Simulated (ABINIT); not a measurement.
A run of ABINIT 10.8.3 (patched build) is set up as follows.

run.abi

```
# Pseudopotentials
pp_dirpath "./"
pseudos "B.GGA_PBE-JTH.xml, Pt.GGA_PBE-JTH.xml"

# Structure
acell 8.0929312936 8.0929312991 6.6249572502
rprim
     1.0000000000     0.0000000000     0.0000000000
    -0.5000000008     0.8660254033     0.0000000000
     0.0000000000     0.0000000000     1.0000000000
ntypat 2
znucl 5 78
natom 6
typat 1 1 1 1 1 2
xred
     0.3333333300     0.6666666700     0.0000000000
     0.6666666700     0.3333333300     0.0000000000
     0.5000000000     0.0000000000     0.5000000000
     0.5000000000     0.5000000000     0.5000000000
     0.0000000000     0.5000000000     0.5000000000
     0.0000000000     0.0000000000     0.0000000000
chkprim 0
chksymtnons 0
tolsym 1.0e-6

# Plane-wave basis
ecut 20.0
pawecutdg 40.0

# k points
kptopt 1
ngkpt 7 7 8
nshiftk 1
shiftk 0.0 0.0 0.0

# Exchange and correlation
ixc 11

# Bands and occupations
nband 17
occopt 3
tsmear 0.00183747

# SCF cycle
nstep 100
tolvrs 1.0e-9

# Output
iomode 3
prtwf 0
prtden 0
prteig 0
prtebands 0
enunit 1

# Relaxation
ionmov 2
ntime 60
tolmxf 0.0001
optcell 2
dilatmx 1.15
ecutsm 0.5
chkdilatmx 0
```

Potentials or basis: JTH PAW PBE v2.0.

Launch:

```console
$ abinit run.abi > log 2>&1
```

Question: Estimate the space group after relaxing (to 0.05 Å).

Answer: P6/mmm (No. 191).

Question: Estimate the relaxed volume.

Answer: 8.15 Å³/atom.

Question: Predict the relaxed cell.

Answer: a = 4.041 Å, b = 4.041 Å, c = 3.458 Å, α = 90.00°, β = 90.00°, γ = 120.00°.

Step by step:
```csv
step,energy change (eV),largest force (eV/Å),pressure (GPa),volume (Å³)
1,0.0000,0.0000,-23.17,55.68
2,-0.4595,0.0000,-12.80,51.83
3,-0.6783,0.0000,6.27,47.33
4,-0.7850,0.0000,6.03,47.35
5,-0.5850,0.0000,1.70,48.87
6,-0.5140,0.0000,-1.41,49.24
7,-0.5146,0.0000,0.57,48.77
8,-0.5149,0.0000,-0.02,48.90
```

The run has no spin-orbit coupling, so splittings on Pt are missing.
